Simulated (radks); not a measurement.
**Ru⁺ in [Kr] 4d6 4f1: an all-electron calculation**

An exercise on one series of results from a longer session: the logs are not shown, and one member is left open.

The numbers are computed with radks (a radial shooting solver on a logarithmic mesh, Libxc functionals) version 1 (Dirac Kohn-Sham, B86b exchange with PBE correlation, spin-unpolarised, spherical densities, point nucleus; open shells fill j = l - 1/2 first), except any that are marked as measured or tabulated.

### The system

| Quantity | Value |
| --- | --- |
| element | ruthenium (Z = 44) |
| charge | +1 |
| electrons | 43 |
| configuration | [Kr] 4d6 4f1 |

Set-up of the first run:

The run's settings:

```text
Z 44
configuration [Kr] 4d6 4f1
relativity Dirac
functional b86_mgc,pbe
spin unpolarised
j_filling energy
nucleus point
c 137.035999084
```

Launch:

```bash
$ python run_ks.py task.json out
```

The same process makes all the runs of this session.

One table of the session follows, with a row left open; its other results are not shown here.

It belongs to the step «Orbitals and density». From the orbitals of this run (lengths in bohr):

```
level      <r>  outermost maximum (interpolated)  90 % within  nodes
1s1/2  0.03343                            0.0217       0.0599      0
2s1/2   0.1453                             0.123        0.225      1
2p1/2   0.1236                            0.0955        0.202      0
2p3/2   0.1284                            0.0995        0.209      0
3s1/2   0.4024                             0.362        0.594      2
3p1/2   0.3956                             0.349        0.597      1
3p3/2   0.4063                             0.358        0.613      1
3d3/2   0.3821                             0.300        0.608      0
3d5/2   0.3855                             0.302        0.613      0
4s1/2        ?                                 ?            ?      ?
4p1/2    1.101                             0.965         1.63      2
4p3/2    1.130                             0.990         1.67      2
4d3/2    1.519                              1.19         2.40      1
4d5/2    1.535                              1.20         2.42      1
4f5/2    8.562                              7.93         12.3      0
4f7/2    8.562                              7.93         12.3      0
```

**Question.** Estimate the row for 4s1/2.

As computed: <r>: 1.016; outermost maximum (interpolated): 0.914; 90 % within: 1.48; nodes: 3. In the column «<r>» it lies between 3p3/2 (0.4063) and 4p1/2 (1.101).
